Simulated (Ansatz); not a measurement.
# TiH (quartet): from Hartree-Fock to the top rungs at distance Ti1–H2 = 1.428 Å, def2-TZVP

Aim: climb from Hartree-Fock through coupled cluster and multireference methods for TiH (quartet) at one geometry and basis, and see what each rung misses.

Program: Ansatz 0.2.0, Gaussian basis. Level of theory: def2-TZVP, core rule «outside noble gas», up to 9 orbitals frozen. These are calculated values, not measurements.

The runs, in order: UHF; CCSD(T) on ROHF; CCSD(T) on UHF; CISD as a restricted active space (open shells left free, so some higher excitations enter); CCSDT(Q) on ROHF; CCSDT(Q) on UHF; CASSCF and MRCISD+Q, 5 electrons in 5 orbitals; CASSCF and NEVPT2, 5 electrons in 5 orbitals; Full CI.

47 further runs of the same task are left out: 33 for a known fault of the program, 12 that didn't finish, 2 set aside as unsound or not needed. Runs told in other sessions of the task aren't counted.

## 1. The system

The geometry derives from a PBE0/def2-TZVP stationary point (not a proven minimum). One bond is set to the value named and the two fragments are kept rigid.

2 atoms, charge 0, spin multiplicity 4.

Atoms are counted from 1 here; the program's logs count them from 0.

Bond lengths: Ti1–H2 1.428 Å.

## 2. UHF

in.yaml

```yaml
crystal:
  periodic: [false, false, false]
  atoms:
    - {symbol: Ti, position_ang: [0.000000, 0.000000, 0.000000]}
    - {symbol: H, position_ang: [0.000000, 0.000000, 1.428000]}
basis:
  gaussian: {orbitals: def2-TZVP}
magnetization: {spin_polarized: true, initial_magnetization: 3}
hamiltonian: {xc: hf}
output: {orbitals: {seedname: orbitals}}
```

Started as:

```bash
$ ansatz run in.yaml --threads 1 --pin off --events-out ev --progress --plain --max-ram 2393MiB
```

Further steps of the session: CCSD(T) on ROHF; CCSD(T) on UHF; CISD as a restricted active space (open shells left free, so some higher excitations enter); CCSDT(Q) on ROHF; CCSDT(Q) on UHF; CASSCF and MRCISD+Q, 5 electrons in 5 orbitals; CASSCF and NEVPT2, 5 electrons in 5 orbitals; Full CI.

Q: Predict the results of all the runs planned. Wanted: FCI from the RHF energy; RMP2 from FCI; UMP2 from FCI; RCCSD from FCI; RCCSD(T) from FCI; UCCSD(T) from FCI; RCCSDT(Q) from FCI; UCCSDT(Q) from FCI; NEVPT2 pair from FCI.

The runs gave:

| quantity | value |
| --- | --- |
| FCI from the ROHF energy | -1.9056 eV |
| RMP2 from FCI | +11.76 kcal/mol |
| UMP2 from FCI | +9.93 kcal/mol |
| RCCSD from FCI | +1.50 kcal/mol |
| RCCSD(T) from FCI | +0.34 kcal/mol |
| UCCSD(T) from FCI | -1.11 kcal/mol |
| RCCSDT(Q) from FCI | -0.39 kcal/mol |
| UCCSDT(Q) from FCI | -1.63 kcal/mol |
| NEVPT2 pair from FCI | +13.18 kcal/mol |
| MRCISD+Q pair from FCI | +0.42 kcal/mol |
| levels within 1 kcal/mol (43 meV) | UCCSD, RCCSD(T), RCCSDT, RCCSDT(Q), MRCISD+Q pair |
| T1 diagnostic | 0.059 |
| effectively unpaired electrons | 3.18 |

In words: RCCSD(T) misses by +0.34 kcal/mol, 0.8 % of the correlation energy. CCSD(T) misses by +0.34 kcal/mol on the restricted determinant and by -1.11 kcal/mol on the unrestricted one; the two need not hold the same state or core. UCCSD(T), RCCSDT, UCCSDT, RCCSDT(Q), UCCSDT(Q) fall below full CI: unrestricted runs freeze a spin-polarised core, another one than full CI's, and coupled cluster isn't variational. The occupations are near whole numbers, but T1 = 0.059 shows that the orbitals relax strongly. Of the multireference levels listed MRCISD+Q pair comes nearest in total energy (+0.42 kcal/mol), which doesn't show that its space is the better one. These misses are within one basis, not against nature; the frozen cores of restricted and unrestricted runs differ, which can shift their rows.

Levels on UHF freeze UHF's core orbitals, full CI those of ROHF, so the U rows can settle a little off it for that reason alone.
